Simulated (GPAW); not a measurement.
GaB:

```
CELL_PARAMETERS angstrom
2.71824 0.00000 0.00000
0.00000 2.71824 0.00000
0.00000 0.00000 3.23621
ATOMIC_POSITIONS crystal
Ga 0.50000 0.50000 0.50000
B 0.00000 0.00000 0.00000
```

The cell was built by a generator and needn't be a form met in nature.

Base run:

| Property | Result |
| --- | --- |
| Program | GPAW 26.7.0 |
| Functional | PBE |
| Potentials or basis | GPAW PAW data sets (gpaw-data 1.2.1) |
| Cutoff | 800 eV |
| Basis | pw |
| k mesh | 10 × 10 × 8 |
| Occupations | fermi-dirac, width 0.05 eV |
| Spin | no spin polarisation |

Its results: pressure 1.0 GPa.

Q: The run is repeated on the same cell with these changes: functional from PBE to PBEsol; potentials or basis from GPAW PAW data sets (gpaw-data 1.2.1) to PAW data sets generated in the run's folder for this functional. What comes out?

A: Pressure -3.0 GPa.
